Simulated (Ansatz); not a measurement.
# AsH3NNa (SMILES N[AsH][Na]): one structure at several levels

The task here is to estimate one member of a computed series from the others.

Computed with Ansatz 0.2.0, Gaussian basis. Level: single points in def2-TZVPP.

Cores are frozen in the correlated methods. Filled d shells of the heavier atoms are correlated. The outer core shell of Li, Na, Mg and K is correlated.

### The starting structure

SMILES `N[AsH][Na]`, 6 atoms, charge 0, spin multiplicity 1.

Atoms are counted from 1 here; the program's logs count them from 0.

Bond lengths: N1–As2 1.818 Å, N1–H4 1.101 Å, N1–H5 0.979 Å, As2–Na3 2.698 Å, As2–H6 1.449 Å. Angles: As2–N1–H4 104.9°, As2–N1–H5 113.1°, H4–N1–H5 105.8°, N1–As2–Na3 84.2°, N1–As2–H6 93.9°, Na3–As2–H6 84.3°.

Coordinates:

```xyz
6
charge 0, multiplicity 1
N    -0.4540    0.2619   -0.6632
As    0.0426    0.2100    1.0850
Na    1.0147   -2.2261    0.4539
H    -1.5038   -0.0695   -0.6689
H    -0.4593    1.1679   -1.0341
H     1.3935    0.6597    0.8172
```

The first run:

run/in.yaml

```yaml
crystal:
  periodic: [false, false, false]
  atoms:
    - {symbol: N, position_ang: [-0.454000, 0.261900, -0.663200]}
    - {symbol: As, position_ang: [0.042600, 0.210000, 1.085000]}
    - {symbol: Na, position_ang: [1.014700, -2.226100, 0.453900]}
    - {symbol: H, position_ang: [-1.503800, -0.069500, -0.668900]}
    - {symbol: H, position_ang: [-0.459300, 1.167900, -1.034100]}
    - {symbol: H, position_ang: [1.393500, 0.659700, 0.817200]}
basis:
  gaussian: {orbitals: def2-TZVPP}
correlation: {method: ccsd_t}
output: {forces: true}
```

The command line of these runs was not kept.

Among the steps run: CCSD(T)/def2-TZVPP; PBE0-D4/def2-TZVPP; wB97M-V/def2-TZVPP; r2SCAN-D4/def2-TZVPP; PBE-D4/def2-TZVPP; BLYP-D4/def2-TZVPP; SPW92/def2-TZVPP.

One of the session's tables, all rows but one given; the rest of the session is left out.

| method | RMS force component (eV/Å) | angle to CCSD(T) forces (°) | dipole (D) |
| --- | --- | --- | --- |
| CCSD(T) | 1.595 | reference | 6.06 |
| PBE0-D4 | ? | ? | ? |
| wB97M-V | 1.589 | 2.5 | 6.11 |
| r2SCAN-D4 | 1.587 | 2.1 | 5.49 |
| PBE-D4 | 1.608 | 6.0 | 4.46 |
| BLYP-D4 | 1.636 | 6.2 | 4.04 |
| SPW92 | 1.496 | 10.5 | 4.53 |

Q: Estimate the row for PBE0-D4 from the others.

The run gave: RMS force component (eV/Å): 1.581; angle to CCSD(T) forces (°): 4.0; dipole (D): 5.49. In the column «RMS force component (eV/Å)» it lies between SPW92 (1.496) and r2SCAN-D4 (1.587).
